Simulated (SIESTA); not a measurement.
SnTe3 under changes of volume

One of the cells (29.359 Å³/atom); the others are scaled copies at fixed shape and fractional positions:

```
Te Sn
1.0
     0.00000    3.88679    3.88679
     3.88679    0.00000    3.88679
     3.88679    3.88679    0.00000
Te Sn
3 1
Direct
  0.50000 0.50000 0.50000
  0.75000 0.75000 0.75000
  0.25000 0.25000 0.25000
  0.00000 0.00000 0.00000
```

The cell comes from a database or a generator and needn't be the stable form of this composition.

* Program: SIESTA 5.4.2
* Functional: PBE
* Potentials or basis: PseudoDojo 0.4 standard (PBE files)
* Basis: DZP (energy shift 0.003 Ry; two zetas on semicore shells)
* Grid cutoff: 500 Ry
* Energy shift: 0.003 Ry
* k mesh: 6 × 6 × 6
* Occupations: fermi-dirac, width 0.05 eV
* Spin: no spin polarisation

```csv
volume (Å³/atom),energy over the lowest point (meV/atom),pressure (GPa)
27.056,37.28,5.3
27.632,?,?
28.208,9.09,2.7
29.359,0.00,0.2
29.935,0.55,-0.5
30.510,3.93,-1.5
```

Question: What does the run at 27.632 Å³/atom give?

Answer: Energy over the lowest point 20.87 meV/atom; pressure 3.8 GPa.

Worked out: A Birch-Murnaghan fit of order 3 (a polynomial in V^(-2/3)) to the other rows has its minimum at 29.52 Å³/atom with B0 = V·E''(V) = 44 GPa (rough, since the energies scatter). It gives 20.37 meV/atom at 27.632 Å³/atom, against the run's 20.87, and -dE/dV = 3.9 GPa, against 3.8.

Energies are extrapolated to zero smearing.

Caveats: the basis of atomic orbitals isn't converged, which shifts pressures, moduli and gaps.
